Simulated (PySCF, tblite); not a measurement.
# C₅H₁₀BClS: geometry, infrared bands and NMR shifts

What infrared bands and NMR shifts should C₅H₁₀BClS (`C[C@@H]1CC[C@@H](BCl)S1`) show?

Computed with tblite 0.8.0 and PySCF 2.14.0, with density-fitted response routines of our own, on a single molecule in the gas phase. Atoms are numbered from 0 throughout.

## 1. Starting geometry

18 atoms, charge 0, multiplicity 1; geometry from: force field or distance geometry start.

Bonds of the start (Å): C0–C1 1.48, C1–C2 1.49, C2–C3 1.47, C3–C4 1.50, C4–B5 1.60, B5–Cl6 1.85, C4–S7 1.82, S7–C1 1.84, C0–H8 1.12, C0–H9 1.11, C0–H10 1.10, C1–H11 1.09, C2–H12 1.12, C2–H13 1.12, C3–H14 1.12, C3–H15 1.10, C4–H16 1.09, B5–H17 1.19.

## 2. Optimising the geometry with GFN2-xTB

The job: settings as JSON, then the geometry in Å.

```
{"job": {"kind": "relax", "xc": "GFN2-xTB", "basis": "xTB"}, "charge": 0, "multiplicity": 1}
C     -2.074100     1.172600     0.545500
C     -0.749800     0.670300     0.103700
C     -0.756700    -0.596400    -0.681600
C      0.567600    -1.228400    -0.712300
C      1.374900    -0.893800     0.507100
B      2.542100     0.146700     0.180400
Cl     2.298200     1.544700    -1.012900
S      0.215500     0.052500     1.549500
H     -1.879000     1.955100     1.323100
H     -2.560000     1.702700    -0.297700
H     -2.734900     0.425400     1.017000
H     -0.197800     1.458600    -0.411200
H     -1.178100    -0.399400    -1.700600
H     -1.512300    -1.272700    -0.209800
H      0.402300    -2.335200    -0.685900
H      1.119800    -1.043400    -1.642900
H      1.831400    -1.734300     1.028700
H      3.282400     0.381400     1.088400
```

On the command line:

```
OMP_NUM_THREADS=1 python probes_run.py task.json out
```

One launch serves the whole session: the jobs run in the order shown.

**Question.** This job is followed by: GFN2-xTB harmonic vibrations, gas phase; GIAO PBE0/pcSseg-1 NMR shielding, non-relativistic, gas phase. What will the session give for the following? strongest single infrared mode (GFN2-xTB); zero-point energy (GFN2-xTB); ¹³C shifts against TMS (PBE0/pcSseg-1); ¹H shifts against TMS (PBE0/pcSseg-1, means over atoms taken as alike); ¹¹B shifts against BF3·OEt2 (PBE0/pcSseg-1); ³⁵Cl shifts against HCl (PBE0/pcSseg-1); ³³S shifts against CS2 (PBE0/pcSseg-1).

The runs gave:

```
                                                              quantity                                               value
                             strongest single infrared mode (GFN2-xTB)                                2622 cm⁻¹, 81 km/mol
                                          zero-point energy (GFN2-xTB)                                       89.9 kcal/mol
                                ¹³C shifts against TMS (PBE0/pcSseg-1)                    55.4, 51.9, 51.3, 29.8, 19.1 ppm
¹H shifts against TMS (PBE0/pcSseg-1, means over atoms taken as alike)  3.85, 3.62, 3.38, 2.48, 2.12, 2.05, 2.04, 1.45 ppm
                           ¹¹B shifts against BF3·OEt2 (PBE0/pcSseg-1)                                             1.1 ppm
                               ³⁵Cl shifts against HCl (PBE0/pcSseg-1)                                             -15 ppm
                                ³³S shifts against CS2 (PBE0/pcSseg-1)                                             -76 ppm
```

In words: The optimisation took 62 steps and gained 1.005 eV; among the close pairs (by a distance rule), B5–S7 changed most, from 2.701 to 2.056 Å. All 48 modes are real, so the xTB geometry is a minimum. The strongest single mode, at 2622 cm⁻¹, moves mainly H17. GFN2-xTB is a fitted tight-binding method: band positions and strengths are rough. Its intensities can rank the bands wrongly. At PBE0/pcSseg-1: The widest tensor belongs to S7: span 820 ppm, with a paramagnetic part of -478 ppm.
